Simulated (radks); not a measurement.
**Pt²⁺ in [Xe] 4f14 5d8: an all-electron calculation**

One table from this session's results is given with a row withheld; the runs are named, their logs left out.

Program: radks (a radial shooting solver on a logarithmic mesh, Libxc functionals) version 1. Level of theory: scalar-relativistic Kohn-Sham, RPBE, spin-unpolarised, spherical densities, finite nucleus. These are calculated values, not measurements, unless marked.

## The atom as given

| Quantity | Value |
| --- | --- |
| element | platinum (Z = 78) |
| charge | +2 |
| electrons | 76 |
| configuration | [Xe] 4f14 5d8 |
| nuclear rms radius | 5.427 fm |

Outer shells as boxes (Hund's rule):

Pt²⁺
```
[Xe] core
4f [↑↓][↑↓][↑↓][↑↓][↑↓][↑↓][↑↓]
5d [↑↓][↑↓][↑↓][↑ ][↑ ]
```

The first run:

Settings of this run:

```text
Z 78
configuration [Xe] 4f14 5d8
relativity scalar-relativistic
functional rpbe,pbe
spin unpolarised
nucleus finite rms 5.427 fm
c 137.035999084
```

One of the session's tables, all rows but one given; the rest of the session is left out.

It belongs to the step «Orbitals and density». From the orbitals of this run (lengths in bohr):

```
level      <r>  outermost maximum (interpolated)  90 % within  nodes
   1s  0.01715                            0.0106       0.0313      0
   2s  0.07236                            0.0612        0.112      1
   2p  0.06523                            0.0506        0.106      0
   3s   0.1871                             0.173        0.274      2
   3p   0.1882                             0.172        0.281      1
   3d   0.1704                             0.140        0.264      0
   4s   0.4151                             0.390        0.595      3
   4p   0.4419                             0.410        0.641      2
   4d   0.4681                             0.418        0.699      1
   5s   0.9520                             0.869         1.36      4
   4f   0.5160                             0.385        0.833      0
   5p    1.100                             0.978         1.60      3
   5d        ?                                 ?            ?      ?
```

Q: Estimate the row for 5d from the others.

**Answer.** <r>: 1.555; outermost maximum (interpolated): 1.24; 90 % within: 2.39; nodes: 2. In the column «<r>» it is the highest.

Limits of these values: Spin polarisation and multiplet splitting are left out.
